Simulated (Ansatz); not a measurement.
# Molecular dynamics of Ba$_{3}$Ti$_{3}$SiCl$_{2}$O$_{9}$

The input (input.yaml):

```yaml
crystal:
  lattice:
    - [5.654034, 0.0, 0.0]
    - [-2.827017, 4.896537, 0.0]
    - [0.0, 0.0, 20.711368]
  atoms:
    - { symbol: Ba, position: [0.0, 0.0, 0.0482827] }
    - { symbol: Ti, position: [0.3333333, 0.6666667, 0.1002115] }
    - { symbol: O, position: [0.4973667, 0.9947333, 0.0530615] }
    - { symbol: O, position: [0.0052667, 0.5026333, 0.0530615] }
    - { symbol: O, position: [0.4973667, 0.5026333, 0.0530615] }
    - { symbol: Ba, position: [0.6666667, 0.3333333, 0.1601983] }
    - { symbol: Ti, position: [0.0, 0.0, 0.2121271] }
    - { symbol: O, position: [0.1640333, 0.3280667, 0.1649771] }
    - { symbol: O, position: [0.6719333, 0.8359667, 0.1649771] }
    - { symbol: O, position: [0.1640333, 0.8359667, 0.1649771] }
    - { symbol: Ba, position: [0.3333333, 0.6666667, 0.2721139] }
    - { symbol: Ti, position: [0.6666667, 0.3333333, 0.3240427] }
    - { symbol: O, position: [0.8307, 0.6614, 0.2768927] }
    - { symbol: O, position: [0.3386, 0.1693, 0.2768927] }
    - { symbol: O, position: [0.8307, 0.1693, 0.2768927] }
    - { symbol: Si, position: [0.8193144, 0.163452, 0.5573349] }
    - { symbol: Cl, position: [0.9882593, -0.0074333, 0.6175917] }
    - { symbol: Cl, position: [0.6503696, 0.3343374, 0.6175917] }
basis:
  ecutwfc: 420.0
kpoints:
  mp_grid: { grid: [2, 2, 1] }
hamiltonian:
  xc: pbesol
  pseudopotentials: { kind: paw, azcp: { folder: soft_1 } }
scf:
  occupations: { method: fermi_dirac, width: 0.05 }
  lower_state_search: "off"
md:
  timestep: 1.5
  n_steps: 450
  ensemble: nve
  initial_velocities: zero
  seed: 507327
  initial_site_velocities:
    - { site: 15, velocity: [0.005676, 0.0, -0.006765] }
    - { site: 16, velocity: [0.005676, 0.0, -0.006765] }
    - { site: 17, velocity: [0.005676, 0.0, -0.006765] }
  constraints: [{ sites: [0, 1, 2, 3, 4] }]
```

Command:

```bash
$ ansatz run input.yaml --threads 2 --pin off --max-ram 5120MiB --backend cpu --events-out ev --progress --plain --runs-dir out
```

It starts from an unrelaxed structure (largest force component 5.75 eV/Å).

Output, in part (step lines):

```
md step     0: t =     0.00 fs  T =   238.0 K  F+E_penalty+E_count = -32818.82418838 eV  E_kin = 0.400013 eV  conserved = -32818.42417586 eV  (24 SCF iters)
md step     1: t =     1.50 fs  T =   257.6 K  F+E_penalty+E_count = -32818.85720172 eV  E_kin = 0.432844 eV  conserved = -32818.42435731 eV  (9 SCF iters)
md step     2: t =     3.00 fs  T =   313.7 K  F+E_penalty+E_count = -32818.95208096 eV  E_kin = 0.527176 eV  conserved = -32818.42490527 eV  (11 SCF iters)
md step     3: t =     4.50 fs  T =   401.2 K  F+E_penalty+E_count = -32819.10006791 eV  E_kin = 0.674236 eV  conserved = -32818.42583216 eV  (11 SCF iters)
md step     4: t =     6.00 fs  T =   511.4 K  F+E_penalty+E_count = -32819.28649987 eV  E_kin = 0.859362 eV  conserved = -32818.42713806 eV  (12 SCF iters)
md step     5: t =     7.50 fs  T =   632.1 K  F+E_penalty+E_count = -32819.49102484 eV  E_kin = 1.062247 eV  conserved = -32818.42877769 eV  (8 SCF iters)
md step     6: t =     9.00 fs  T =   748.6 K  F+E_penalty+E_count = -32819.68858021 eV  E_kin = 1.257958 eV  conserved = -32818.43062217 eV  (7 SCF iters)
md step     7: t =    10.50 fs  T =   844.6 K  F+E_penalty+E_count = -32819.85169866 eV  E_kin = 1.419274 eV  conserved = -32818.43242469 eV  (7 SCF iters)
[... lines left out ...]
md step   450: t =   675.00 fs  T =   989.4 K  F+E_penalty+E_count = -32820.08969538 eV  E_kin = 1.662527 eV  conserved = -32818.42716875 eV  (11 SCF iters)
```

The steps, from the saved trajectory:

| time (fs) | T (K) | potential energy less start (eV) | conserved less start (meV/atom) |
| --- | --- | --- | --- |
| 0 | 238 | 0.000 | 0.00 |
| 22.5 | 815 | -0.971 | -0.09 |
| 45 | 773 | -0.902 | -0.11 |
| 67.5 | 982 | -1.257 | -0.41 |
| 90 | 1048 | -1.368 | -0.40 |
| 112.5 | 731 | -0.831 | -0.16 |
| 135 | 530 | -0.490 | -0.02 |
| 157.5 | 548 | -0.520 | 0.08 |
| 180 | 1061 | -1.386 | -0.19 |
| 202.5 | 1057 | -1.383 | -0.37 |
| 225 | 934 | -1.175 | -0.26 |
| 247.5 | 1031 | -1.337 | -0.25 |
| 270 | 809 | -0.961 | -0.05 |
| 292.5 | 936 | -1.172 | 0.07 |
| 315 | 1186 | -1.594 | -0.08 |
| 337.5 | 1047 | -1.362 | -0.12 |
| 360 | 1266 | -1.734 | -0.35 |
| 382.5 | 1359 | -1.894 | -0.64 |
| 405 | 1101 | -1.458 | -0.42 |
| 427.5 | 944 | -1.190 | -0.25 |
| 450 | 1260 | -1.718 | -0.07 |
| 472.5 | 822 | -0.982 | -0.08 |
| 495 | 1360 | -1.891 | -0.35 |
| 517.5 | 1054 | -1.372 | -0.06 |
| 540 | 1305 | -1.797 | -0.24 |
| 562.5 | 1846 | -2.709 | -0.42 |
| 585 | 1924 | -2.845 | -0.63 |
| 607.5 | 1554 | -2.220 | -0.50 |
| 630 | 1296 | -1.782 | -0.25 |
| 652.5 | 1089 | -1.434 | -0.22 |
| 675 | 989 | -1.266 | -0.17 |

The run went to its last step. The conserved energy stayed within 0.75 meV per atom of its start (net change -0.17 meV per atom), so the integration is sound. A run of 0.68 ps of so small a system gives no equilibrium averages. Limits of this set-up: coarse k mesh, slab without dipole correction, no dispersion correction for a molecule that may bind weakly, PAW files made for another functional.

Mean squared displacements from the first frame to the last: Ba 0.21 Å², Ti 0.23 Å², O 0.57 Å², Si 6.25 Å², Cl 18.27 Å².

Last frame:

```xyz
18
Lattice="5.6540 0.0000 0.0000 -2.8270 4.8965 0.0000 0.0000 0.0000 20.7114" Properties=species:S:1:pos:R:3
Ba 0.000 0.000 1.000
Ti 0.000 3.264 2.075
O 0.000 4.871 1.099
O -1.391 2.461 1.099
O 1.391 2.461 1.099
Ba 2.887 1.624 3.078
Ti 0.184 0.190 4.537
O -0.159 1.777 3.494
O 1.566 4.159 4.101
O -1.333 4.486 3.788
Ba 0.140 3.613 6.295
Ti 2.890 2.103 7.327
O 3.050 3.682 6.444
O 1.687 1.157 6.062
O 4.559 1.128 7.475
Si 4.561 1.484 9.171
Cl 6.794 1.707 9.183
Cl 5.104 -0.530 9.833
```

Time of the run: 33 min on 2 threads of Arm Neoverse V2 (shared host), peak memory 1.2 GiB.
